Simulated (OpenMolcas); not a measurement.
# Co²⁺ among point charges: CASSCF and CASPT2 levels and susceptibility

How does a field of 4 point charges split the states of Co²⁺, and what χT follows?

Program: OpenMolcas 26.06. Level of theory: state-averaged CASSCF and CASPT2, spin-orbit coupling by RASSI with atomic mean-field integrals. These are calculated values, not measurements, unless marked.

## (1) Starting point

| Property | Result |
| --- | --- |
| Species | Co²⁺ (cobalt, Z = 27, 25 electrons) |
| Basis | ANO-RCC-VTZP [6s5p3d2f1g], 59 functions |
| Scalar Hamiltonian | DKH2, point nucleus |
| Inactive shells | 1s 2s 2p 3s 3p |
| Active space | 7 electrons in 5 orbitals (3d) |
| Some configurations of this space | 3d7 |
| Orbitals | optimised for each spin and parity, averaged over all roots |

The outer shells:

3d7
```
3d [↑↓][↑↓][↑ ][↑ ][↑ ]
```

The ion sits among 4 point charges of -1.5 e arranged as a square (D4h), 1.92 Å from the ion.

The work runs as a chain of OpenMolcas steps in one folder; each step below is one input file. Labels, J, g values, rates, χT and fits are worked out afterwards by a script from the matrices that RASSI stores. The input lists half of the charges; inversion (Group=XYZ) makes the rest.

## (2) Basis and integrals

a.inp

```
&GATEWAY
Coord
1

Co 0.0 0.0 0.0
Basis=ANO-RCC-VTZP
Group=XYZ
NoMove
AngMom=0.0 0.0 0.0
AMFI
XField
2 Angstrom 0
1.920000 0.000000 0.000000 -1.500000
0.000000 1.920000 0.000000 -1.500000
&SEWARD
```

Command:

```sh
> OMP_NUM_THREADS=1 MOLCAS_MEM=1689 MOLCAS_PROJECT=a pymolcas a.inp > a.log
```

Log:

```text
Basis set label: CO.ANO-RCC...6S5P3D2F1G.

      Electronic valence basis set:
      ------------------
      Associated Effective Charge  27.000000 au
      Associated Actual Charge     27.000000 au
      Nuclear Model: Point charge

      Shell  nPrim  nBasis  Cartesian Spherical Contaminant
         s      21       6        X
         p      15       5        X
         d      10       3                 X
         f       6       2                 X
         g       4       1                 X
                  Relativistic Douglas-Kroll-Hess integrals:
                    - DKH order of Hamiltonian: 2
                    - DKH order of Properties : 0
                  Atomic mean-field integrals
```

## (3) Reference wave functions, quartets of even parity, 10 roots

a.inp

```
&RASSCF
FileOrb=start.orb
Symmetry=1
Spin=4
nActEl=7 0 0
Inactive=3 6
Ras2=5 0
CIRoot=10 10 1
SDav=10
CIMx=300
Iter=120 100
PrWF=0.3
OrbListing=Nothing
MaxOrb=0
>>> COPY $Project.JobIph JOB001
```

start.orb holds the contracted functions of the basis, ordered by shell, or the orbitals of the step before.

Log (excerpt; [...] marks lines left out):

```text
[...]
      Number of active orbitals                  5
[...]
      Spin quantum number                      1.5
[...]
      Active orbitals                            5   0
[...]
      Number of CSFs                            10
      Number of root(s) required                10
[...]
      Convergence after 14 iterations
[...]
      Natural orbitals and occupation numbers for root  1
      sym 1:   1.000000   1.078239   1.921761   1.921761   1.078239
      Natural orbitals and occupation numbers for root  2
      sym 1:   1.000000   1.078239   1.921761   1.921761   1.078239
      Natural orbitals and occupation numbers for root  3
      sym 1:   1.052003   1.052003   1.000000   1.947997   1.947997
::    RASSCF root number  1 Total energy:  -1394.35652411
::    RASSCF root number  2 Total energy:  -1394.35652411
::    RASSCF root number  3 Total energy:  -1394.35623531
[...]
::    RASSCF root number  7 Total energy:  -1394.32355325
::    RASSCF root number  8 Total energy:  -1394.26352667
::    RASSCF root number  9 Total energy:  -1394.26352667
::    RASSCF root number 10 Total energy:  -1394.20291154
```

## (4) Reference wave functions, doublets of even parity, 40 roots

a.inp

```
&RASSCF
FileOrb=start.orb
Symmetry=1
Spin=2
nActEl=7 0 0
Inactive=3 6
Ras2=5 0
CIRoot=40 40 1
SDav=40
CIMx=300
Iter=120 100
PrWF=0.3
OrbListing=Nothing
MaxOrb=0
>>> COPY $Project.JobIph JOB002
```

Log (excerpt; [...] marks lines left out):

```text
[...]
      Number of active orbitals                  5
[...]
      Spin quantum number                      0.5
[...]
      Active orbitals                            5   0
[...]
      Number of CSFs                            40
      Number of root(s) required                40
[...]
      Convergence after 13 iterations
[...]
      Natural orbitals and occupation numbers for root  1
      sym 1:   1.777221   0.370667   1.108963   1.871574   1.871574
      Natural orbitals and occupation numbers for root  2
      sym 1:   1.968056   0.283339   1.786169   1.858581   1.103855
      Natural orbitals and occupation numbers for root  3
      sym 1:   1.968056   0.283339   1.786169   1.103855   1.858581
::    RASSCF root number  1 Total energy:  -1394.27684342
::    RASSCF root number  2 Total energy:  -1394.27594651
::    RASSCF root number  3 Total energy:  -1394.27594651
[...]
::    RASSCF root number 27 Total energy:  -1394.20018021
::    RASSCF root number 28 Total energy:  -1394.19964486
::    RASSCF root number 29 Total energy:  -1394.14845631
::    RASSCF root number 30 Total energy:  -1394.14845631
```

## (5) RASSI: spin-orbit coupling between the states

a.inp

```
&RASSI
NrOfJobIphs=2 10 40
1 2 3 4 5 6 7 8 9 10
1 2 3 4 5 6 7 8 9 10 11 12 13 14 15 16 17 18 19 20 21 22 23 24 25 26 27
28 29 30 31 32 33 34 35 36 37 38 39 40
IphNames
JOB001
JOB002
EJob
SpinOrbit
DIPRint=1.0
SOCoupling=1000.0
Subsets=2
Property=9
'ANGMOM' 1 'ANGMOM' 2 'ANGMOM' 3 'MLTPL  1' 1 'MLTPL  1' 2 'MLTPL  1' 3
'AMFI' 1 'AMFI' 2 'AMFI' 3
SOProperty=3
'ANGMOM' 1 'ANGMOM' 2 'ANGMOM' 3
```

Log (excerpt; [...] marks lines left out):

```text
SPIN-FREE ENERGIES:
  (Shifted by EMIN (a.u.) =      -1394.3565241062)
 SF State       Relative EMIN(au)   Rel lowest level(eV)    D:o, cm**(-1)      L_eff
     1             0.0000000000        0.0000000000              0.0000         2.8
     2             0.0000000000        0.0000000000              0.0000         2.8
     3             0.0002887956        0.0078585294             63.3833         2.9
     4             0.0091186870        0.2481321131           2001.3205         3.0
     5             0.0277928724        0.7562825845           6099.8304         3.0
     6             0.0329708526        0.8971826038           7236.2657         2.9
     7             0.0329708526        0.8971826038           7236.2657         2.9
    11             0.0796806843        2.1682218763          17487.8888         4.0
    12             0.0805775979        2.1926281381          17684.7386         4.2
    13             0.0805775979        2.1926281381          17684.7386         4.2
[...]
Eigenvalues of complex Hamiltonian:
   -----------------------------------
  (Shifted by EMIN (a.u.) =      -1394.3565241062)
 SO State       Relative EMIN(au)   Rel lowest level(eV)    D:o, cm**(-1)     J-value
     1            -0.0032697926        0.0000000000              0.0000         4.3
     2            -0.0032697926        0.0000000000              0.0000         4.3
     3            -0.0027654203        0.0137246693            110.6969         4.0
     4            -0.0027654203        0.0137246693            110.6969         4.0
     5            -0.0015902282        0.0457032777            368.6218         3.1
     6            -0.0015902282        0.0457032777            368.6218         3.1
     7             0.0005640513        0.1043242082            841.4315         3.1
     8             0.0005640513        0.1043242082            841.4315         3.1
     9             0.0019284929        0.1414525560           1140.8918         2.5
    10             0.0019284929        0.1414525560           1140.8918         2.5
    11             0.0037040102        0.1897668419           1530.5728         1.9
[...]
```

These steps: 13 s of run time, 1 thread of Intel Xeon Platinum 8559C (Emerald Rapids), shared host.

Spin-free states, with their symmetry labels:

| state | degeneracy | E (cm-1) | free-ion L (%) |
| --- | --- | --- | --- |
| 4E | 2 | 0 | F (90) |
| 4A2 | 1 | 63 | F (94) |
| 4B2 | 1 | 2001 | F (100) |
| 4B1 | 1 | 6100 | F (100) |
| 4E | 2 | 7236 | F (97) |
| 2A1 | 1 | 17488 | G (71) |
| 2E | 2 | 17685 | H (46) |
| 2A2 | 1 | 18879 | G (84) |
| 2B2 | 1 | 19468 | G (76) |
| 2E | 2 | 19562 | H (50) |
| 4E | 2 | 20411 | P (86) |
| 2B1 | 1 | 21769 | G (83) |
| 2A1 | 1 | 22692 | G (89) |
| 2E | 2 | 23308 | G (83) |
| 2E | 2 | 23941 | D (37) |
| 2A2 | 1 | 24733 | P (71) |
| 2A2 | 1 | 26396 | H (64) |
| 2A1 | 1 | 27271 | H (70) |
| 2B1 | 1 | 28466 | H (42) |
| 2A1 | 1 | 29316 | D (76) |
| 2E | 2 | 29382 | H (86) |
| 2B2 | 1 | 29432 | D (64) |
| 2A2 | 1 | 32367 | H (81) |
| 2B1 | 1 | 32599 | D (55) |

With spin-orbit coupling:

```tsv
E (cm-1)	Degeneracy	Label	2S+1	g
0.0	2	E1/2	4	1.53 6.44 6.44
110.7	2	E3/2	4	1.72 1.72 4.34
368.6	2	E3/2	4	1.42 1.42 7.48
841.4	2	E1/2	4	2.15 4.35 4.35
1141	2	E3/2	4	0.45 0.45 5.05
1531	2	E1/2	4	2.04 2.04 2.18
2649	2	E1/2	4	0.10 0.10 6.94
2795	2	E3/2	4	2.33 3.17 3.17
6713	2	E3/2	4	1.63 4.53 4.53
6800	2	E1/2	4	0.00 0.00 5.01
7105	2	E1/2	4	0.00 0.00 11.61
7753	2	E1/2	4	0.00 0.00 7.50
8274	2	E3/2	4	1.15 1.15 3.61
8770	2	E3/2	4	0.35 0.56 0.56
17727	2	E1/2	2	2.74 3.57 3.57
18081	2	E3/2	2	0.80 0.80 4.86
19094	2	E1/2	2	0.23 1.36 1.36
19273	2	E1/2	2	0.97 3.50 3.50
19877	2	E3/2	2	1.93 2.55 2.55
20381	2	E3/2	2	0.01 1.50 1.50
20798	2	E1/2	2	0.30 1.00 1.00
20832	2	E3/2	4	0.39 0.39 7.65
20963	2	E3/2	4	0.24 0.24 3.74
21092	2	E1/2	4	0.23 1.58 1.58
```

The table of states holds 24 of 37 computed; the rest, higher up, is left out. Principal g values are given for doublets only; a zero marks a field direction without first-order Zeeman splitting.

Powder χT (cm³ K/mol): 2.72 at 2 K, 2.81 at 5 K, 2.96 at 10 K, 3.25 at 20 K, 3.97 at 50 K, 4.44 at 100 K, 4.59 at 150 K, 4.65 at 200 K, 4.66 at 250 K, 4.65 at 300 K.

## (6) CASPT2: IPEA 0.25, imaginary shift 0.1 (closed shells correlated: 3s 3p)

a.inp

```
>>> COPY JOB001 $Project.JobIph
&CASPT2
Multistate=10 1 2 3 4 5 6 7 8 9 10
NoMult
Frozen=2 3
IPEA=0.25
Imaginary=0.1
MaxIter=60
WThr=0.0 0.3 0.05
PrWF=0.5
NoMix
>>> COPY JOB002 $Project.JobIph
&CASPT2
Multistate=40 1 2 3 4 5 6 7 8 9 10 11 12 13 14 15 16 17 18 19 20 21 22
23 24 25 26 27 28 29 30 31 32 33 34 35 36 37 38 39 40
NoMult
Frozen=2 3
IPEA=0.25
Imaginary=0.1
MaxIter=60
WThr=0.0 0.3 0.05
PrWF=0.5
NoMix
```

Command:

```sh
> OMP_NUM_THREADS=1 MOLCAS_MEM=1689 MOLCAS_PROJECT=a pymolcas a.inp > a.log
```

Log (excerpt; [...] marks lines left out):

```text
[...]
      Active orbitals                            5   0
[...]
      E2 (Variational):          -0.5058063705
      Total energy:           -1394.8623304767
[...]
::    CASPT2 Root  1     Total energy:  -1394.86233048
::    CASPT2 Root  2     Total energy:  -1394.86233048
[...]
::    CASPT2 Root 27     Total energy:  -1394.71891944
::    CASPT2 Root 28     Total energy:  -1394.70489184
::    CASPT2 Root 29     Total energy:  -1394.67791024
::    CASPT2 Root 30     Total energy:  -1394.67791024
```

This run: 6.3 s of run time, 1 thread of Intel Xeon Platinum 8559C (Emerald Rapids), shared host.

SS-CASPT2: lowest energy less the reference's lowest, -0.5058 hartree; reference weights 0.923 to 0.935.

Spin-free states, with their symmetry labels:

| state | degeneracy | E (cm-1) | free-ion L (%) |
| --- | --- | --- | --- |
| 4E | 2 | 0 | F (90) |
| 4A2 | 1 | 1075 | F (94) |
| 4B2 | 1 | 2862 | F (100) |
| 4B1 | 1 | 7706 | F (100) |
| 4E | 2 | 8017 | F (97) |
| 2E | 2 | 15868 | H (46) |
| 2B2 | 1 | 16381 | G (76) |
| 2A1 | 1 | 16936 | G (71) |
| 2E | 2 | 17337 | H (50) |
| 2A2 | 1 | 17497 | G (84) |
| 4E | 2 | 18076 | P (86) |
| 2B1 | 1 | 19110 | G (83) |
| 2A1 | 1 | 20369 | G (89) |
| 2E | 2 | 20370 | D (37) |
| 2A2 | 1 | 20494 | P (71) |
| 2E | 2 | 20914 | G (83) |
| 2A2 | 1 | 23445 | H (64) |
| 2B2 | 1 | 24895 | D (64) |
| 2B1 | 1 | 24948 | H (42) |
| 2A1 | 1 | 25910 | H (70) |
| 2A1 | 1 | 26422 | D (76) |
| 2E | 2 | 27488 | H (86) |
| 2A2 | 1 | 30064 | H (81) |
| 2B1 | 1 | 30354 | D (55) |

With spin-orbit coupling:

```
E (cm-1)  Degeneracy  Label  2S+1                g
       0           2   E3/2     4   1.17 4.27 4.27
      36           2   E1/2     4   1.00 5.64 5.64
      76           2   E3/2     4   3.92 3.92 4.96
     550           2   E1/2     4   2.98 3.69 3.69
    1620           2   E3/2     4   0.18 0.18 5.73
    1840           2   E1/2     4   1.98 2.13 2.13
    3180           2   E1/2     4   0.05 0.05 6.88
    3290           2   E3/2     4   2.30 3.45 3.45
    7550           2   E1/2     4  0.04 0.04 11.62
    7860           2   E1/2     4   0.04 0.04 6.23
    7890           2   E3/2     4   1.83 4.99 4.99
    8400           2   E1/2     4   0.00 0.00 6.46
    8780           2   E3/2     4   1.99 1.99 3.38
    9250           2   E3/2     4   0.45 1.00 1.00
   15870           2   E3/2     2   1.88 1.88 3.79
   16120           2   E1/2     2   2.14 2.58 2.58
   16780           2   E3/2     2   1.18 1.52 1.52
   17230           2   E1/2     2   0.44 3.23 3.23
   17610           2   E3/2     2   1.69 1.74 1.74
   17700           2   E1/2     2   0.44 0.44 0.62
   18170           2   E3/2     4   0.21 0.21 7.73
   18280           2   E3/2     4   0.11 0.11 3.83
   18350           2   E1/2     4   0.78 2.40 2.40
   18580           2   E1/2     4   1.79 1.79 2.83
```

Powder χT (cm³ K/mol): 1.35 at 2 K, 1.59 at 5 K, 2.00 at 10 K, 2.69 at 20 K, 3.53 at 50 K, 3.77 at 100 K, 3.82 at 150 K, 3.84 at 200 K, 3.84 at 250 K, 3.85 at 300 K.

## (7) The methods side by side

A. CASSCF
B. SS-CASPT2, IPEA 0.25, imaginary shift 0.1 (closed shells correlated: 3s 3p)

| method | ground state | first state of that spin (cm-1) | first gap with spin-orbit (cm-1) | χT at 300 K |
| --- | --- | --- | --- | --- |
| A | 4E | 4A2 63.38 | 110.7 | 4.65 |
| B | 4E | 4A2 1075 | 36.2 | 3.85 |

## (8) Results

```
                                            quantity                                                                        value
                                              method  SS-CASPT2, IPEA 0.25, imaginary shift 0.1 (closed shells correlated: 3s 3p)
                              spin-free ground state                                               4E, 2-fold in its orbital part
first state of the same spin within the active space                                                             4A2 at 1070 cm⁻¹
                                        lowest level                                            2-fold E3/2, g = 1.17, 4.27, 4.27
                                          next level                                                                    36.2 cm⁻¹
                                         χT at 300 K                                                               3.85 cm³ K/mol
                           effective moment at 300 K                                                                      5.55 μB
```

Cost by method:

| method | time of its own steps | time with the reference |
| --- | --- | --- |
| A. CASSCF | 13 s | 13 s |
| B. SS-CASPT2, IPEA 0.25, imaginary shift 0.1, +3s 3p | 6.3 s | 20 s |

Times are of one thread on a shared host.

**Reading.** The spin-free ground state (4E) comes to 90 % from free-ion F terms and keeps the highest spin of the shell. χT at 300 K is 3.85, against 1.88 cm³ K/mol for the spin alone, so orbital moment adds to it. An active space of the d shell alone favours high spin; real ions in strong fields can be low spin. The field of point charges can differ much from that of real complexes. With metal d orbitals alone active, the gaps between spin states are rough; where two lie within a few thousand cm-1, their order is open. Point charges carry no covalency, so the field is a model and not that of real ligands.
